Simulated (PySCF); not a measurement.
# Tl²⁺: dipole response in ANO-RCC-VTZP

Aim: the static polarisability and the C₆ coefficient of Tl²⁺, method by method.

The numbers are computed with PySCF 2.14.0 (unrestricted determinants in a Gaussian basis, no spin-orbit coupling in the energies), except any that are marked as measured or tabulated.

## Step 1: Starting point

* Element: thallium (Z = 81)
* Basis: ANO-RCC-VTZP (8s7p5d3f2g, 93 functions)
* Hamiltonian: scalar relativity by spin-free X2C-1e
* State 1: Tl²⁺: [Xe] 4f14 5d10 6s1, 2S determinant
* Methods: UHF, PBE

The outer shells:

Tl2+ [Xe] 4f14 5d10 6s1
```
[Xe] core
4f [↑↓][↑↓][↑↓][↑↓][↑↓][↑↓][↑↓]
5d [↑↓][↑↓][↑↓][↑↓][↑↓]
6s [↑ ]
```

One driver process ran all states and methods and kept the integrals in memory. Each run is shown as a PySCF script that sums up its settings (the driver passes frozen orbitals as a list and adds second-order terms of double hybrids); the logs are those of the runs themselves. The driver starts from symmetry-adapted Hartree-Fock orbitals, holds the occupation by maximum overlap and uses a logarithmic radial grid for functionals, so a plain start would take other cycles.

The integrals over 93 functions and the set-up took 80 s of CPU time.

## Step 2: Tl²⁺, method by method

#### UHF

Input file input.py:

```python
from pyscf import gto, scf, dft, mp, cc
import basis_set_exchange as bse
mol = gto.M(atom="Tl 0 0 0", charge=2, spin=1, symmetry="D2h",
            basis=gto.basis.parse(bse.get_basis("ANO-RCC-VTZP", elements=["Tl"], fmt="nwchem")),
            nucmod="G")
mf = scf.UHF(mol).sfx2c1e()
mf.irrep_nelec = {'Ag': (12, 11), 'B1g': (3, 3), 'B2g': (3, 3), 'B3g': (3, 3), 'Au': (1, 1), 'B1u': (6, 6), 'B2u': (6, 6), 'B3u': (6, 6)}
mf.kernel()
```

Output:

```text
damping factor = 0
level_shift factor = 0
DIIS = <class 'pyscf.scf.diis.CDIIS'>
diis_start_cycle = 1
diis_space = 10
diis_damp = 0
SCF conv_tol = 1e-09
SCF conv_tol_grad = None
number electrons alpha = 40  beta = 39
cycle= 1 E= -20241.9023062021  delta_E= -1.89e-10  |g|= 1.7e-05  |ddm|= 1.21e-05
converged SCF energy = -20241.9023062021  <S^2> = 0.75114941  2S+1 = 2.0011491
```

CPU time 16 s on a shared host, the integrals not counted.

Orbital energies by shell (radii are means over both spins):

```csv
shell,electrons,mean orbital energy (eV),spread (eV),rms radius (bohr)
1s α,1,-86005.2,0,0.0184
1s β,1,-86005.1,0,0.0184
2s α,1,-15483.4,0,0.0743
2s β,1,-15483.4,0,0.0743
2p β,3,-13382.7,0,0.0684
2p α,3,-13382.7,0,0.0684
3s α,1,-3780.6,0,0.189
3s β,1,-3780.5,0,0.189
3p α,3,-3163.5,0,0.192
3p β,3,-3163.5,0,0.192
3d β,5,-2491.5,0,0.176
3d α,5,-2491.5,0,0.176
4s α,1,-896.09,0,0.416
4s β,1,-895.92,0,0.416
4p α,3,-689.37,0,0.443
4p β,3,-689.32,0,0.443
4d α,5,-435.94,0,0.471
4d β,5,-435.92,0,0.471
5s α,1,-170.60,0,0.943
5s β,1,-170.23,0,0.943
4f α,7,-156.50,0,0.510
4f β,7,-156.48,0,0.510
5p α,3,-111.50,0,1.08
5p β,3,-111.40,0,1.08
5d α,5,-40.681,0,1.45
5d β,5,-40.281,0,1.45
6s α,1,-28.421,0,2.49
```

⟨S²⟩ = 0.751, ⟨L²⟩ = 0.00.

The driver then solved the coupled dipole response at imaginary frequencies: mean α = 14.32 bohr³, C₆ = 87.04 au for a like pair.

The p, d and f levels are scalar averages; spin-orbit coupling splits them strongly at this Z.

#### PBE

input.py differs from the last one in:

```diff
@@ -5,3 +5,3 @@
             nucmod="G")
-mf = scf.UHF(mol).sfx2c1e()
+mf = dft.UKS(mol, xc="PBE").sfx2c1e()
 mf.irrep_nelec = {'Ag': (12, 11), 'B1g': (3, 3), 'B2g': (3, 3), 'B3g': (3, 3), 'Au': (1, 1), 'B1u': (6, 6), 'B2u': (6, 6), 'B3u': (6, 6)}
```

Output:

```text
damping factor = 0
level_shift factor = 0
DIIS = <class 'pyscf.scf.diis.CDIIS'>
diis_start_cycle = 1
diis_space = 10
diis_damp = 0
SCF conv_tol = 1e-09
SCF conv_tol_grad = None
number electrons alpha = 40  beta = 39
XC functionals = PBE
    J. P. Perdew, K. Burke, and M. Ernzerhof.,  Phys. Rev. Lett. 77, 3865 (1996)
    J. P. Perdew, K. Burke, and M. Ernzerhof.,  Phys. Rev. Lett. 78, 1396 (1997)
    J. P. Perdew, K. Burke, and M. Ernzerhof.,  Phys. Rev. Lett. 77, 3865 (1996)
    J. P. Perdew, K. Burke, and M. Ernzerhof.,  Phys. Rev. Lett. 78, 1396 (1997)
cycle= 1 E= -20247.9016462552  delta_E= -0.0184  |g|= 0.202  |ddm|= 0.131
cycle= 2 E= -20247.900732069  delta_E= 0.000914  |g|= 0.199  |ddm|= 0.0717
cycle= 3 E= -20247.90517721  delta_E= -0.00445  |g|= 0.016  |ddm|= 0.0461
cycle= 4 E= -20247.9052275929  delta_E= -5.04e-05  |g|= 0.000394  |ddm|= 0.00577
cycle= 5 E= -20247.9052276395  delta_E= -4.66e-08  |g|= 1.19e-05  |ddm|= 0.00021
cycle= 6 E= -20247.9052276395  delta_E= -4.37e-11  |g|= 4.37e-07  |ddm|= 3.98e-06
converged SCF energy = -20247.9052276395  <S^2> = 0.75047364  2S+1 = 2.0004736
```

CPU time 20 s on a shared host, the integrals not counted.

The driver then solved the coupled dipole response at imaginary frequencies: mean α = 11.79 bohr³, C₆ = 75.32 au for a like pair.

Radial density 4πr²ρ of Tl²⁺ at UHF, without picture-change correction:

```
r (bohr)  density  spin density
0.000296     4.03         0.000
0.000499     8.22         0.001
0.000839     16.0         0.002
 0.00141     30.1         0.003
 0.00237     52.7         0.005
 0.00399     83.1         0.007
 0.00671      111         0.008
  0.0113      116         0.004
  0.0190     99.6        -0.001
  0.0319      122         0.006
  0.0537      152         0.006
  0.0904      118        -0.010
   0.152      140         0.015
   0.256     79.1         0.016
   0.430     84.8        -0.013
   0.723     27.9         0.084
    1.22     15.9         0.010
    2.05     3.16         0.626
    3.44    0.241         0.159
    5.79  0.00226         0.002
```

## Step 3: The response side by side

Tl²⁺, in atomic units:

| method | mean α | C₆ (like pair) | S(−4) |
| --- | --- | --- | --- |
| UHF | 14.32 | 87.04 | 99.81 |
| PBE | 11.79 | 75.32 | 50.34 |

α(iu) at PBE:

```
u (hartree)  α(iu) (bohr³)
          0          11.79
     0.0500          11.67
      0.100          11.32
      0.200          10.22
      0.300          8.984
      0.500          6.988
      0.750          5.398
       1.00          4.373
       1.50          3.090
       2.00          2.295
       3.00          1.388
       5.00         0.6555
```

## Step 4: Outcome

```
 quantity                             value
α of Tl²⁺  11.79 (PBE) to 14.32 (UHF) bohr³
```

A single London oscillator with the computed α and C₆ of Tl²⁺ at UHF would have ω = 4 C₆ / (3 α²) = 0.566 hartree. All values hold for this basis alone; no basis-set limit was taken.
